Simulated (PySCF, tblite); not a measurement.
# C8H6FN+ (doublet): geometry, infrared bands and EPR parameters

What infrared bands and EPR parameters should C8H6FN+ (doublet) (`C#Cc1ccc([NH2+])c(F)c1`) show?

Programs: tblite 0.8.0 and PySCF 2.14.0, with density-fitted response routines of our own. Each step states its level of theory. These are calculated values for one molecule in the gas phase, unless marked as measured. Atoms are numbered from 0 throughout.

## Step 1: Starting geometry

16 atoms, charge 1, multiplicity 2; geometry from: force field or distance geometry start.

Bonds of the start (Å): C0–C1 1.21, C1–C2 1.46, C2–C3 1.38, C3–C4 1.42, C4–C5 1.38, C5–N6 1.41, C5–C7 1.38, C7–F8 1.36, C7–C9 1.40, C9–C2 1.37, C0–H10 1.06, C3–H11 1.07, C4–H12 1.08, N6–H13 1.05, N6–H14 1.03, C9–H15 1.08.

## Step 2: Optimising the geometry with GFN2-xTB

Job settings and geometry (Å):

```
{"job": {"kind": "relax", "xc": "GFN2-xTB", "basis": "xTB"}, "charge": 1, "multiplicity": 2}
C      0.088200     2.084200    -3.232800
C      0.075500     1.450000    -2.205800
C      0.069800     0.669300    -0.967600
C     -0.461600     1.257800     0.159300
C     -0.460300     0.465600     1.333200
C      0.042600    -0.815200     1.287600
N      0.027000    -1.562900     2.485500
C      0.575700    -1.387000     0.153400
F      1.069600    -2.657900     0.131800
C      0.564400    -0.609900    -1.006800
H      0.085900     2.636900    -4.137500
H     -0.857900     2.255700     0.176600
H     -0.873900     0.929900     2.219000
H     -0.654400    -1.139500     3.159900
H     -0.264300    -2.544600     2.347000
H      0.966200    -1.023500    -1.914100
```

Run with:

```console
OMP_NUM_THREADS=1 python probes_run.py task.json out
```

The driver reads the jobs from task.json and runs them one after another.

**Question.** This job is followed by: GFN2-xTB harmonic vibrations, gas phase; UKS B3LYP, pcH-1 on C F H N, non-relativistic, mean-field spin-orbit, GIAO. Predict these results of the whole session: strongest single infrared mode (GFN2-xTB); zero-point energy (GFN2-xTB); g(iso) (B3LYP); ⟨S²⟩; largest a(iso) (averaged by class).

As calculated:

```
                                 quantity                  value
strongest single infrared mode (GFN2-xTB)  1528 cm⁻¹, 518 km/mol
             zero-point energy (GFN2-xTB)          71.1 kcal/mol
                           g(iso) (B3LYP)                2.00313
                                     ⟨S²⟩     0.769 (exact 0.75)
       largest a(iso) (averaged by class)   13C on C1, -30.0 MHz
```

What this shows: Relaxing lowered the energy by 0.858 eV in 62 steps; the close pair that moved most is C5–N6, from 1.412 to 1.326 Å. All 42 modes are real, so the xTB geometry is a minimum. The strongest single mode, at 1528 cm⁻¹, moves mainly C5 and N6. Unscaled tight-binding wavenumbers are off by several per cent, some by more. Its intensities can rank the bands wrongly. The largest spin populations lie on C0 (0.31 e), C2 (0.29 e), N6 (0.28 e). The isotropic g lies 0.8 ppt above the free-electron value. The conformer search found further structures of the same energy, which may be mirror or relabelled copies of this one.
